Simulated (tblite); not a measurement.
# C2H12Ge2NP: the cost of one run

Computed with tblite 0.8.0 and PySCF 2.14.0, with density-fitted response routines of our own, on a single molecule in the gas phase. Atoms are numbered from 0 throughout.

## (1) The starting structure

18 atoms, charge 0, multiplicity 1; geometry from: force field or distance geometry start.

Bonds of the start (Å): P0–Ge1 2.28, Ge1–C2 1.94, C2–N3 1.48, N3–C4 1.47, C4–Ge5 1.96, P0–H6 1.45, P0–H7 1.46, Ge1–H8 1.54, Ge1–H9 1.56, C2–H10 1.10, C2–H11 1.12, N3–H12 1.04, C4–H13 1.11, C4–H14 1.10, Ge5–H15 1.54, Ge5–H16 1.55, Ge5–H17 1.55.

## (2) Relaxing the molecule with GFN2-xTB

Job settings and geometry (Å):

```
{"job": {"kind": "relax", "xc": "GFN2-xTB", "basis": "xTB"}, "charge": 0, "multiplicity": 1}
P      3.115100     0.382800    -1.252800
Ge     2.090000    -1.470300    -0.403800
C      0.653600    -0.936900     0.790400
N     -0.326400    -0.125600     0.028200
C     -1.383500     0.345700     0.936300
Ge    -2.610100     1.489400    -0.069300
H      3.158000     1.067300     0.027800
H      1.859300     1.007100    -1.646500
H      1.529500    -2.337000    -1.550000
H      3.125500    -2.303700     0.413900
H      1.082700    -0.335800     1.611000
H      0.160200    -1.848200     1.207500
H     -0.775600    -0.757400    -0.665600
H     -0.943900     0.951700     1.751300
H     -1.959100    -0.496200     1.357900
H     -3.250100     0.676200    -1.205700
H     -3.712300     2.012900     0.887200
H     -1.821600     2.684100    -0.656200
```

Launch:

```
$ OMP_NUM_THREADS=1 python probes_run.py task.json out
```

This one command runs all jobs of the session in turn.

Q: Estimate the wall time and peak memory of this first job on 1 thread of Arm Neoverse N1, shared host.

About 1.3 s, with a peak of 0.18 GiB.
